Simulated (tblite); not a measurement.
# H5O4Si3: the cost of one run

Computed with tblite 0.8.0 and PySCF 2.14.0; each step states its level. No surroundings beyond the atoms listed, unless a continuum is named. Atoms count from 0, parts from 1.

## Step 1: Starting point

12 atoms, charge -1, multiplicity 1; geometry: distance geometry start.

## Step 2: Relaxing the cluster with GFN2-xTB

What the job is given:

```
{"job": {"kind": "relax", "xc": "GFN2-xTB", "basis": "xTB"}, "charge": -1, "multiplicity": 1}
O      0.706065     1.537518    -0.694469
Si    -0.737547     1.442814     0.208837
O     -1.713045     0.293534    -0.595858
Si    -1.151123    -1.211936     0.067720
O      0.547859    -1.188902     0.177480
Si     1.296234    -0.088924    -0.896957
O      2.996658    -0.151861    -0.789726
H     -1.428908     2.742554     0.292658
H     -0.374191     0.915414     1.561437
H     -1.654010    -2.349063    -0.727608
H     -1.717837    -1.259371     1.406944
H      3.295760    -0.700055    -0.018537
```

Method: GFN2-xTB geometry optimisation, gas phase.

Started as:

```
$ OMP_NUM_THREADS=1 python cluster_run.py task.json out
```

The driver reads the jobs from task.json and runs them one after another.

Q: Estimate the wall time of this first job on 1 thread of Arm Neoverse V1, shared host.

About 3.1 s.
